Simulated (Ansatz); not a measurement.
This script makes an equation of state with a fit of Sn₃Se, space group Pm-3m with the Python package of Ansatz (0.2.0).

The script, `eos.py`:
```python
# -*- coding: utf-8 -*-
'''Equation of state of Sn3Se.'''

from dataclasses import dataclass
import logging
import sys

import ansatz as az
import numpy as np
from scipy.optimize import curve_fit

logging.basicConfig(stream=sys.stdout, format='%(levelname)s %(message)s')
logger = logging.getLogger('run')
logger.setLevel(logging.INFO)


@dataclass
class RunConfig:
    functional: str = 'pbe'
    cutoff: int = 450
    occupations: str = 'fermi_dirac'
    width_ev: float = 0.1
    kgrid: tuple[int, ...] = (5, 5, 5)


opts = RunConfig()

VECTORS = np.array([
    [4.741879, 0.0, 0.0],
    [0.0, 4.741879, 0.0],
    [0.0, 0.0, 4.741879],
])
SITES = [
    ('Sn', (0.0, 0.5, 0.5)),
    ('Sn', (0.5, 0.0, 0.5)),
    ('Sn', (0.5, 0.5, 0.0)),
    ('Se', (0.0, 0.0, 0.0)),
]


def make_crystal(cell):
    crystal = az.Crystal(lattice=az.Lattice.of(cell))
    for symbol, position in SITES:
        crystal = crystal.atom(symbol, position)
    return crystal

def vinet(v, e0, v0, b0, b1):
    eta = (v / v0) ** (1 / 3)
    return e0 + 2 * b0 * v0 / (b1 - 1) ** 2 * (2 - (5 + 3 * b1 * (eta - 1) - 3 * eta) * np.exp(-1.5 * (b1 - 1) * (eta - 1)))

# uniform scaling of the cell
volumes, energies, pressures = [], [], []
for scale in np.linspace(0.92, 1.08, 7):
    cell = VECTORS * scale ** (1 / 3)
    calc = (
        make_crystal(cell).calculation()
        .functional(opts.functional)
        .basis(opts.cutoff)
        .occupations(opts.occupations, width=opts.width_ev)
        .kpoints(*opts.kgrid)
        .stress()
    )
    summary = calc.run().report
    volumes.append(abs(np.linalg.det(cell)) / len(SITES))
    energies.append(summary['free_energy_ev'] / len(SITES))
    pressures.append(np.trace(summary['stress_gpa']) / 3)
    logger.info(f'V = {volumes[-1]:8.4f} A^3/atom  F = {energies[-1]:.5f} eV/atom  P = {pressures[-1]:8.3f} GPa')

guess = (min(energies), volumes[int(np.argmin(energies))], 0.5, 4.5)
(e0, v0, b0, b1), _ = curve_fit(vinet, np.array(volumes), np.array(energies), p0=guess, maxfev=20000)
logger.info(f'Vinet fit: V0 = {v0:.4f} A^3/atom, B0 = {160.21766 * b0:.1f} GPa, B1 = {b1:.2f}')
print('largest residual', round(1000 * float(np.abs(vinet(np.array(volumes), e0, v0, b0, b1) - energies).max()), 3), 'meV/atom')
```

Where does the minimum lie against the volume typed, and how stiff is the crystal?

A third-order Birch-Murnaghan fit through the 7 points (the script's own form differs a little) has its minimum at 26.92 Å³ an atom, 1.0 % above the typed cell, with a bulk modulus of 47 GPa and dB/dP = 4.1. From that minimum the energy rises by 37.0 meV an atom on the compressed side and 17.1 meV on the expanded side.

The run itself:

```console
$ python eos.py
INFO V =  24.5233 A^3/atom  F = -5885.35114 eV/atom  P =    5.356 GPa
INFO V =  25.2341 A^3/atom  F = -5885.37069 eV/atom  P =    3.504 GPa
INFO V =  25.9450 A^3/atom  F = -5885.38258 eV/atom  P =    1.891 GPa
INFO V =  26.6558 A^3/atom  F = -5885.38777 eV/atom  P =    0.481 GPa
INFO V =  27.3666 A^3/atom  F = -5885.38712 eV/atom  P =   -0.751 GPa
INFO V =  28.0774 A^3/atom  F = -5885.38134 eV/atom  P =   -1.827 GPa
INFO V =  28.7882 A^3/atom  F = -5885.37111 eV/atom  P =   -2.764 GPa
INFO Vinet fit: V0 = 26.9220 A^3/atom, B0 = 47.4 GPa, B1 = 4.13
largest residual 0.003 meV/atom
```

What to keep in mind:
- Absolute energies stand on the zero of these potentials, so only differences at equal settings mean something.
- For a metal this k-point mesh is coarse: on a finer one energies can move by several to tens of meV an atom and pressures by half a GPa or more, differences at one mesh by less.
- Pressure is positive in compression.
- The structure comes from a database of computed cells and needn't be a stable or known phase.
- Run time: 13 s on 1 thread of Intel(R) Xeon(R) Processor @ 2.30GHz, on a shared host, peak memory 0.61 GiB.
